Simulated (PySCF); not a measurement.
# H4La (La(H)4-): the cost of one run

Computed with PySCF 2.14.0. Level: several levels, as the steps say, no spin–orbit coupling.

1 further run of the same task is left out (for a known fault of the program).

**1. Starting geometry**

5 atoms, charge -1, spin multiplicity 1.

Bond lengths: La1–H2 2.218 Å, La1–H3 2.218 Å, La1–H4 2.218 Å, La1–H5 2.218 Å. Angles: H2–La1–H3 109.5°, H2–La1–H4 109.5°, H2–La1–H5 109.5°, H3–La1–H4 109.5°, H3–La1–H5 109.5°, H4–La1–H5 109.5°.

Geometry (Å):

```xyz
5
charge -1, multiplicity 1
La    0.00000    0.00000    0.00000
H     1.28048    1.28048    1.28048
H    -1.28048   -1.28048    1.28048
H     1.28048   -1.28048   -1.28048
H    -1.28048    1.28048   -1.28048
```

Formal oxidation states: La +3. The 4f shell is empty and lies in the core potential. An earlier session relaxed this geometry at PBE0, La lcecp-1-SVP with ECP46, H def2-SVP (singlet, point group Td).

At PBE0 on the finer grid: E = -33.926100 Eh, HOMO -2.15 eV, LUMO 3.49 eV, Mulliken charge on La1 +0.32 e, largest force component 0.001 eV/Å. The large-core potential holds the 4f shell empty.

Levels to run: BP86; M06-L; PBE0, TZVP. Hardware: 2 threads of Arm Neoverse V1, shared host.

**2. BP86**

The input, run.py (the lines that set the calculation):

```python
mol = gto.M(atom='''
La     0.00000     0.00000     0.00000
H      1.28048     1.28048     1.28048
H     -1.28048    -1.28048     1.28048
H      1.28048    -1.28048    -1.28048
H     -1.28048     1.28048    -1.28048''',
    basis={'La': 'lcecp-1-SVP', 'H': 'def2-SVP'},
    ecp={'La': 'lcecp-1-SVP'},
    charge=-1, spin=0)
mf = dft.RKS(mol, xc='B88,P86')
mf.grids.atom_grid = (75, 302)  # f atoms: unpruned, at least (60, 302)
mf = mf.density_fit()  # fitting sets: La AutoAux, H def2-universal-JKFIT
mf.conv_tol = 1e-08; mf.max_cycle = 55
mf.kernel(dm0)  # dm0: the density of the relaxed state
```

Command:

```sh
$ OMP_NUM_THREADS=2 python run.py
```

**Question.** How long does this run take on 2 threads of Arm Neoverse V1, shared host?

About 1.4 s.
